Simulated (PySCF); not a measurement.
# H3PYb (Yb(PH3)3+): the cost of one run

Computed with PySCF 2.14.0. Level: several levels, as the steps say, no spin–orbit coupling.

2 further runs of the same task are left out: 2 for a known fault of the program.

**1. Where the work starts**

5 atoms, charge 3, spin multiplicity 1.

Bond lengths: Yb1–P2 2.866 Å, P2–H3 1.442 Å, P2–H4 1.442 Å, P2–H5 1.442 Å. Angles: Yb1–P2–H3 110.8°, Yb1–P2–H4 110.8°, Yb1–P2–H5 110.8°, H3–P2–H4 108.2°, H3–P2–H5 108.2°, H4–P2–H5 108.2°.

As a file:

```
atom     x (Å)     y (Å)     z (Å)
 Yb1   0.00000   0.00000  -0.35872
  P2   0.00000   0.00000   2.50772
  H3   1.34872  -0.00001   3.01898
  H4  -0.67436   1.16803   3.01898
  H5  -0.67436  -1.16802   3.01898
```

Formal oxidation states: Yb +3. Each metal's 13 4f electrons lie in its core potential, so multiplicities, spins and levels count the valence alone. An earlier session relaxed this geometry at PBE, Yb lcecp-1-SVP with ECP59, P def2-SVP, H def2-SVP (singlet, point group C3v).

At PBE on the finer grid: E = -380.917256 Eh, HOMO -23.69 eV, LUMO -20.78 eV, Mulliken charge on Yb1 +2.19 e, largest force component 0.002 eV/Å. 

Levels to run: CAM-B3LYP; r2SCAN; wB97X; PBE0; PBE, TZVP. Hardware: 2 threads of Arm Neoverse V1, shared host.

**2. CAM-B3LYP**

Input file run.py (the lines that set the calculation):

```python
mol = gto.M(atom='''
Yb     0.00000     0.00000    -0.35872
P      0.00000     0.00000     2.50772
H      1.34872    -0.00001     3.01898
H     -0.67436     1.16803     3.01898
H     -0.67436    -1.16802     3.01898''',
    basis={'Yb': 'lcecp-1-SVP', 'P': 'def2-SVP', 'H': 'def2-SVP'},
    ecp={'Yb': 'lcecp-1-SVP'},
    charge=3, spin=0)
mf = dft.RKS(mol, xc='CAMB3LYP')
mf.grids.atom_grid = (75, 302)  # f atoms: unpruned, at least (60, 302)
mf = mf.density_fit()  # fitting sets: Yb AutoAux, P def2-universal-JKFIT, H def2-universal-JKFIT
mf.conv_tol = 1e-08; mf.max_cycle = 55
mf.kernel(dm0)  # dm0: the density of the relaxed state
```

Run with:

```bash
$ OMP_NUM_THREADS=2 python run.py
```

**Question.** How long does this run take on 2 threads of Arm Neoverse V1, shared host?

About 2.6 s.
